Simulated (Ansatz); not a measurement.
# ZnO: the cost of one run

Program: Ansatz 0.2.0. Level of theory: DFT PBE, scalar-relativistic, plane waves, PAW, and further levels as typed in the inputs. These are calculated values, not measurements.

### Step 1. The system as given

Symmetry: P6_3mc, No. 186, hexagonal system. The conventional cell has a = 3.249 Å, b = 3.249 Å, c = 5.204 Å, α = 90.00°, β = 90.00°, γ = 120.00°. Around Zn (site symmetry 3m) lie 4 O at 1.97 to 1.99 Å. O (site symmetry 3m) is surrounded by 4 Zn at 1.97 to 1.99 Å.

Coordinates:

```
Zn O
1.0
     3.24940    0.00000    0.00000
    -1.62470    2.81406    0.00000
     0.00000    0.00000    5.20380
Zn O
2 2
Direct
  0.33333 0.66667 0.00000
  0.66667 0.33333 0.50000
  0.33333 0.66667 0.38210
  0.66667 0.33333 0.88210
```

The structure rests on an entry of the Crystallography Open Database; cell or positions may have been set otherwise for this series.

### Step 2. Relaxing the atoms: ZnO, no spin

Input file input.yaml:

```yaml
crystal:
  lattice:
    - [3.2494, 0.0, 0.0]
    - [-1.6247, 2.8140629471, 0.0]
    - [0.0, 0.0, 5.2038]
  atoms:
    - { symbol: Zn, position: [0.3333333333, 0.6666666667, 0.0] }
    - { symbol: Zn, position: [0.6666666667, 0.3333333333, 0.5] }
    - { symbol: O, position: [0.3333333333, 0.6666666667, 0.3821] }
    - { symbol: O, position: [0.6666666667, 0.3333333333, 0.8821] }
scf:
  occupations: { method: fixed }
output:
  forces: true
  stress: true
  eigenvalues: true
  write_density: true
  write_potential: true
  elf: true
  volumetric_format: npy
kpoints:
  mp_grid: { grid: [8, 8, 5] }
relax:
  f_tol: 0.0005
  max_steps: 60
```

Started as:

```bash
$ ansatz run input.yaml --threads 8 --pin off --max-ram 24576MiB --backend cpu --events-out ev --progress --plain --runs-dir out
```

What time and memory should one allow on 8 threads of Intel Xeon Platinum 8259CL at 2.50GHz (Skylake/Cascade Lake), shared host?

About 6.1 s, with a peak of 0.51 GiB.
